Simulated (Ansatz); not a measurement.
# ZrO5: the cost of one run

Program: Ansatz 0.2.0. Level of theory: DFT PBE, scalar-relativistic, plane waves, PAW. These are calculated values, not measurements.

### 1 The starting structure

Symmetry: P-62m, No. 189, hexagonal system. The conventional cell has a = 4.147 Å, b = 4.147 Å, c = 4.123 Å, α = 90.00°, β = 90.00°, γ = 120.00°. Zr (site symmetry -62m) has 12 O at 2.39 to 2.47 Å as nearest neighbours. O (site symmetry m2m) has 10 O at 2.37 to 2.49 Å and 2 Zr at 2.47 Å as nearest neighbours. O (site symmetry -6) has 9 O at 2.39 to 2.49 Å and 3 Zr at 2.39 Å as nearest neighbours.

Structure file:

```cif
data_structure
_symmetry_space_group_name_H-M 'P 1'
_symmetry_Int_Tables_number 1
_cell_length_a 4.1473
_cell_length_b 4.1473
_cell_length_c 4.1231
_cell_angle_alpha 90.000
_cell_angle_beta 90.000
_cell_angle_gamma 120.000
_cell_volume 61.42
loop_
_atom_site_label
_atom_site_type_symbol
_atom_site_fract_x
_atom_site_fract_y
_atom_site_fract_z
_atom_site_occupancy
Zr1 Zr 0.00000 0.00000 0.50000 1
O1 O 0.67000 0.00000 0.00000 1
O2 O 0.33000 0.33000 0.00000 1
O3 O 0.00000 0.67000 0.00000 1
O4 O 0.66667 0.33333 0.50000 1
O5 O 0.33333 0.66667 0.50000 1
```

The cell is invented: species swapped into a database cell of MgSn5 (P-62m, No. 189), with Zr on the Mg sites and O on the Sn sites. Lengths come from tabulated atomic sizes and are only a guess.

### 2 Probe: one point on a coarse mesh

Input file input.yaml:

```yaml
crystal:
  lattice:
    - [4.14729122, 0.0, 0.0]
    - [-2.07364561, 3.59165955, 0.0]
    - [0.0, 0.0, 4.12308674]
  atoms:
    - { symbol: Zr, position: [0.0, 0.0, 0.5] }
    - { symbol: O, position: [0.67000413, 0.0, 0.0] }
    - { symbol: O, position: [0.32999587, 0.32999587, 0.0] }
    - { symbol: O, position: [0.0, 0.67000413, 0.0] }
    - { symbol: O, position: [0.66666667, 0.33333333, 0.5] }
    - { symbol: O, position: [0.33333333, 0.66666667, 0.5] }
basis:
  ecutwfc: 420
kpoints:
  mp_grid: { grid: [6, 6, 4] }
hamiltonian:
  xc: pbe
scf:
  occupations: { method: gaussian, width: 0.1 }
  lower_state_search: "off"
output:
  forces: true
  stress: true
  eigenvalues: true
```

The run is started by

```sh
$ ansatz run input.yaml --threads 1 --pin off --max-ram 2560MiB --backend cpu --events-out ev --progress --plain --runs-dir out
```

Q: Estimate wall time and peak memory on 1 thread of Arm Neoverse V1, shared host.

About 4.5 s, with a peak of 0.33 GiB.
